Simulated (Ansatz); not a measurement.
# CH₆BFOSi: small, medium and large basis sets

How large a basis does CH₆BFOSi need? Two functionals are run in growing sets.

Program: Ansatz 0.2.0, Gaussian basis. Level of theory: one geometry, several basis sets. These are calculated values, not measurements.

The runs, in order: PBE0-D4/def2-SVP; ωB97M-V/def2-SVP; PBE0-D4/def2-QZVPP; ωB97M-V/def2-QZVPP; the functionals' def2-TZVPP values are taken from earlier runs.

## (1) The geometry

An earlier PBE0-D4 in a triple-zeta def2 set relaxation fixed the geometry.

SMILES `B[SiH2]C(O)F`, 11 atoms, charge 0, spin multiplicity 1.

Atoms are counted from 1 here; the program's logs count them from 0.

Bond lengths: B1–Si2 2.007 Å, B1–H6 1.196 Å, B1–H7 1.193 Å, Si2–C3 1.915 Å, Si2–H8 1.490 Å, Si2–H9 1.493 Å, C3–O4 1.380 Å, C3–F5 1.399 Å, C3–H10 1.098 Å, O4–H11 0.963 Å. Angles: Si2–B1–H6 120.1°, Si2–B1–H7 121.8°, H6–B1–H7 118.0°, B1–Si2–C3 112.2°, B1–Si2–H8 113.1°, B1–Si2–H9 108.5°, C3–Si2–H8 107.7°, C3–Si2–H9 107.2°, H8–Si2–H9 107.9°, Si2–C3–O4 108.3°, Si2–C3–F5 108.6°, Si2–C3–H10 113.5°, O4–C3–F5 109.8°, O4–C3–H10 111.6°, F5–C3–H10 104.9°, C3–O4–H11 109.7°.

## (2) PBE0-D4 in def2-SVP

The input, in.yaml:

```yaml
crystal:
  periodic: [false, false, false]
  atoms:
    - {symbol: B, position_ang: [-0.688074, 1.112985, 1.534748]}
    - {symbol: Si, position_ang: [-0.859825, 0.302635, -0.293739]}
    - {symbol: C, position_ang: [0.741231, -0.595641, -0.840314]}
    - {symbol: O, position_ang: [1.027890, -1.573285, 0.089895]}
    - {symbol: F, position_ang: [1.782497, 0.337193, -0.883285]}
    - {symbol: H, position_ang: [-1.661221, 1.492735, 2.116864]}
    - {symbol: H, position_ang: [0.373488, 1.264936, 2.058542]}
    - {symbol: H, position_ang: [-1.983986, -0.669259, -0.399966]}
    - {symbol: H, position_ang: [-1.107892, 1.398962, -1.276169]}
    - {symbol: H, position_ang: [0.688065, -1.007058, -1.857295]}
    - {symbol: H, position_ang: [1.753226, -2.121204, -0.228581]}
basis:
  gaussian: {orbitals: def2-SVP}
hamiltonian: {xc: pbe0, dispersion: d4}
output: {orbitals: {seedname: orbitals}}
```

The runs that follow: ωB97M-V in def2-SVP; PBE0-D4 in def2-QZVPP; ωB97M-V in def2-QZVPP.

Before running them: what should the planned runs give, taken together? Wanted: PBE0-D4: double and triple zeta above quadruple; ωB97M-V: double and triple zeta above quadruple.

**Answer**, as computed:

| quantity | value |
| --- | --- |
| PBE0-D4: double and triple zeta above quadruple | 11.24, 0.63 eV |
| ωB97M-V: double and triple zeta above quadruple | 11.50, 0.59 eV |

**Reading.** PBE0-D4 gains 10.62 eV from double to triple zeta, then 0.63 eV more. These are total energies; as a rule much of such shifts cancels in differences, which this series doesn't test.
